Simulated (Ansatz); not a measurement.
# SrTiO3 (cubic perovskite): the cost of one run

Computed with Ansatz 0.2.0 (DFT PBEsol, scalar-relativistic, plane waves, PAW, unless a step's input says otherwise).

### 1 The structure to begin with

The structure is cubic, space group Pm-3m (No. 221). Conventional cell: a = 3.956 Å, b = 3.956 Å, c = 3.956 Å, α = 90.00°, β = 90.00°, γ = 90.00°. Around Sr (site symmetry m-3m) lie 12 O at 2.80 Å. Around Ti (site symmetry m-3m) lie 6 O at 1.98 Å. O (site symmetry 4/mmm) has 2 Ti at 1.98 Å and 4 Sr at 2.80 Å as nearest neighbours.

Structure file:

```
CELL_PARAMETERS angstrom
3.95639 0.00000 0.00000
0.00000 3.95639 0.00000
0.00000 0.00000 3.95639
ATOMIC_POSITIONS crystal
Sr 0.50000 0.50000 0.50000
Ti 0.00000 0.00000 0.00000
O 0.50000 0.00000 0.00000
O 0.00000 0.50000 0.00000
O 0.00000 0.00000 0.50000
```

### 2 Volume × 1.04

Contents of input.yaml:

```yaml
crystal:
  lattice:
    - [3.9563874719, 0.0, 0.0]
    - [0.0, 3.9563874719, 0.0]
    - [0.0, 0.0, 3.9563874719]
  atoms:
    - { symbol: Sr, position: [0.5, 0.5, 0.5] }
    - { symbol: Ti, position: [0.0, 0.0, 0.0] }
    - { symbol: O, position: [0.5, 0.0, 0.0] }
    - { symbol: O, position: [0.0, 0.5, 0.0] }
    - { symbol: O, position: [0.0, 0.0, 0.5] }
scf:
  occupations: { method: fixed }
output:
  forces: true
  stress: true
  eigenvalues: true
  write_density: true
  write_potential: true
  elf: true
  volumetric_format: npy
hamiltonian:
  xc: pbesol
basis:
  ecutwfc: 560
kpoints:
  mp_grid: { grid: [8, 8, 8] }
```

Run with:

```bash
> ansatz run input.yaml --threads 1 --pin off --max-ram 2867MiB --backend cpu --events-out ev --progress --plain --runs-dir out
```

**Question.** How long does this run take on 1 thread of Intel Xeon at 2.30GHz, shared host, and how much memory does it need?

About 5.4 s, with a peak of 0.44 GiB.
